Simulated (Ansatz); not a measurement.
# CH5GaO2S: basis-set convergence

One table from this session's results is given with a row withheld; the runs are named, their logs left out.

Computed with Ansatz 0.2.0, Gaussian basis. Level: one geometry, several basis sets.

Levels to be run: PBE0-D4/def2-SVP; ωB97M-V/def2-SVP; PBE0-D4/def2-QZVPP; ωB97M-V/def2-QZVPP; the functionals' def2-TZVPP values are taken from earlier runs.

**The geometry**

An earlier PBE0-D4 in a triple-zeta def2 set relaxation fixed the geometry.

SMILES `C[O][Ga]([OH])[SH]`, 10 atoms, charge 0, spin multiplicity 1.

Atoms are counted from 1 here; the program's logs count them from 0.

Bond lengths: C1–O2 1.405 Å, C1–H6 1.094 Å, C1–H7 1.097 Å, C1–H8 1.099 Å, O2–Ga3 1.781 Å, Ga3–O4 1.780 Å, Ga3–S5 2.175 Å, O4–H9 0.960 Å, S5–H10 1.345 Å. Angles: O2–C1–H6 108.5°, O2–C1–H7 111.8°, O2–C1–H8 113.0°, H6–C1–H7 107.8°, H6–C1–H8 107.4°, H7–C1–H8 108.1°, C1–O2–Ga3 122.8°, O2–Ga3–O4 121.4°, O2–Ga3–S5 118.6°, O4–Ga3–S5 119.9°, Ga3–O4–H9 113.9°, Ga3–S5–H10 91.5°.

Geometry (Å):

```xyz
10
charge 0, multiplicity 1
C    -0.63500   -1.48325   -0.33607
O     0.05193   -0.35618   -0.81870
Ga    0.45354    1.04255    0.20796
O    -0.03221    1.10778    1.91877
S     1.54768    2.70269   -0.67368
H    -1.02564   -2.04395   -1.19019
H     0.02521   -2.15177    0.23058
H    -1.48909   -1.22434    0.30467
H    -0.48985    0.32140    2.22391
H     1.59344    2.08507   -1.86724
```

Set-up of the first run:

in.yaml reads:

```yaml
crystal:
  periodic: [false, false, false]
  atoms:
    - {symbol: C, position_ang: [-0.634997, -1.483254, -0.336066]}
    - {symbol: O, position_ang: [0.051929, -0.356178, -0.818704]}
    - {symbol: Ga, position_ang: [0.453542, 1.042553, 0.207961]}
    - {symbol: O, position_ang: [-0.032212, 1.107779, 1.918768]}
    - {symbol: S, position_ang: [1.547678, 2.702693, -0.673680]}
    - {symbol: H, position_ang: [-1.025645, -2.043946, -1.190190]}
    - {symbol: H, position_ang: [0.025212, -2.151774, 0.230575]}
    - {symbol: H, position_ang: [-1.489086, -1.224339, 0.304669]}
    - {symbol: H, position_ang: [-0.489855, 0.321402, 2.223907]}
    - {symbol: H, position_ang: [1.593443, 2.085075, -1.867240]}
basis:
  gaussian: {orbitals: def2-SVP}
hamiltonian: {xc: pbe0, dispersion: d4}
output: {orbitals: {seedname: orbitals}}
```

The run is started by

```
> ansatz run in.yaml --threads 4 --pin off --events-out ev --progress --plain --max-ram 10444MiB
```

Steps of the session up to this table: PBE0-D4 in def2-SVP; ωB97M-V in def2-SVP; PBE0-D4 in def2-QZVPP; ωB97M-V in def2-QZVPP.

One table of the session follows, with a row left open; its other results are not shown here.

It belongs to the step «Density functionals: the series». 

```
functional       basis  HOMO (eV)
   PBE0-D4    def2-SVP      -7.56
   PBE0-D4  def2-TZVPP      -7.73
   PBE0-D4  def2-QZVPP      -7.76
   ωB97M-V    def2-SVP      -9.74
   ωB97M-V  def2-TZVPP      -9.95
   ωB97M-V  def2-QZVPP          ?
```

Estimate the missing values for ωB97M-V, def2-QZVPP.

The run gave: HOMO (eV): -9.99. In the column «HOMO (eV)» it is the lowest.
